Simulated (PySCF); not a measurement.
**GaH: structure of the singlet**

Aim: relax GaH as a singlet from a linear start, check by its vibrations whether the end is a minimum, and collect its spectrum and constants.

Method: B3LYP, basis Ga def2-TZVP, H def2-TZVP, no relativity, density fitting; program: PySCF 2.14.0.

### 1 The starting structure

2 atoms, charge 0, spin multiplicity 1.

Bond lengths: Ga1–H2 1.638 Å.

Coordinates in bohr (charge 0 multiplicity 1):
```
Ga    0.0000    0.0000    0.0000
H     0.0000    0.0000    3.0954
```

### 2 First SCF at the start

One driver script runs all steps and calls PySCF; scf.py shows how it sets up the SCF of each step. The optimiser is the driver's own. After this first run the driver tries any further starts and a stability analysis.

Contents of scf.py:

```python
from pyscf import gto, scf, dft
mol = gto.M(atom='''
Ga     0.000000     0.000000     0.000000
H      0.000000     0.000000     1.638000''',
    basis={'Ga': 'def2-TZVP', 'H': 'def2-TZVP'},
    charge=0, spin=0)
mf = dft.RKS(mol, xc='B3LYP')
mf.grids.atom_grid = (50, 194)
aux = {'Ga': 'def2-universal-JKFIT', 'H': 'def2-universal-JKFIT'}
mf = mf.density_fit(auxbasis=aux)
mf.conv_tol = 1e-08
mf.diis_space = 10
mf.max_cycle = 60
mf.init_guess = 'minao'
mf.verbose = 4
mf.kernel()
```

Command:

```sh
$ OMP_NUM_THREADS=2 python axn.py task.json out
```

After this run come: Linear start, singlet: relaxation; Is it a minimum? Harmonic modes.

Q: Predict the outcome of this session. Wanted: minimum; geometry; wavenumbers; dipole moment; highest occupied, lowest empty level; polar-tensor charge of Ga1; zero-point energy; atomisation energy.

The runs gave:

| quantity | value |
| --- | --- |
| minimum | singlet, C∞v |
| geometry | Ga–H 1.689 Å |
| wavenumbers (cm⁻¹) | 1572 (σ+) |
| dipole moment | 0.55 D |
| highest occupied, lowest empty level | -5.82, -1.96 eV |
| polar-tensor charge of Ga1 | +0.34 e |
| zero-point energy | 9.4 kJ/mol |
| entropy at 298.15 K | 199.7 J/(mol K) |
| atomisation energy (no zero-point energy) | 288 kJ/mol |

In words: The linear start keeps its C∞v symmetry and ends in a minimum. In the infrared the band at 1572 cm⁻¹ (σ+, stretch) leads. Only this shape and spin were tried, so other structures or states may lie lower.
